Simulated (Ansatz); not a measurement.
# Si: the cost of one run

Method: DFT LDA, scalar-relativistic, plane waves, PAW, in Ansatz 0.2.0.

### 1 The system as given

It takes space group P6_3/mmc (No. 194, hexagonal). Conventional cell: a = 2.666 Å, b = 2.666 Å, c = 4.506 Å, α = 90.00°, β = 90.00°, γ = 120.00°. Si (site symmetry -6m2) is surrounded by 12 Si at 2.67 to 2.73 Å.

As a file:

```xyz
2
Lattice="2.6656 0.0000 0.0000 -1.3328 2.3085 0.0000 0.0000 0.0000 4.5063" Properties=species:S:1:pos:R:3 pbc="T T T"
Si    0.0000    1.5390    1.1266
Si    1.3328    0.7695    3.3797
```

It goes back to an entry of the Materials Project, which need not be the stable form.

No relaxation comes first: the listed cell is the starting point.

### 2 Zero of energy

The reference gives a free energy of -1216.4689 eV, pressure -0.33 GPa, largest force 0.000 eV/Å and gap on the mesh none (metal). It was computed beforehand with the settings of the runs below.

### 3 Setting up a two-dimensional strain map

The cell is strained by p along both x and y and by q along z, with fractional coordinates fixed.

### 4 Point p = -0.050, q = -0.050

The input, input.yaml:

```yaml
crystal:
  lattice:
    - [2.5322986339, 0.0, 0.0]
    - [-1.266149317, 2.193034947, 0.0]
    - [0.0, 0.0, 4.2809558065]
  atoms:
    - { symbol: Si, position: [0.3333333333, 0.6666666667, 0.25] }
    - { symbol: Si, position: [0.6666666667, 0.3333333333, 0.75] }
basis:
  ecutwfc: 420
kpoints:
  mp_grid: { grid: [24, 24, 10] }
hamiltonian:
  xc: lda
scf:
  occupations: { method: gaussian, width: 0.15 }
output:
  forces: true
  stress: true
  eigenvalues: true
```

The run is started by

```
ansatz run input.yaml --threads 1 --pin off --max-ram 2560MiB --backend cpu --events-out ev --progress --plain --runs-dir out
```

What time and memory should one allow on 1 thread of Intel Xeon at 2.50GHz (Skylake/Cascade Lake), shared host?

About 8.6 s, with a peak of 0.36 GiB.
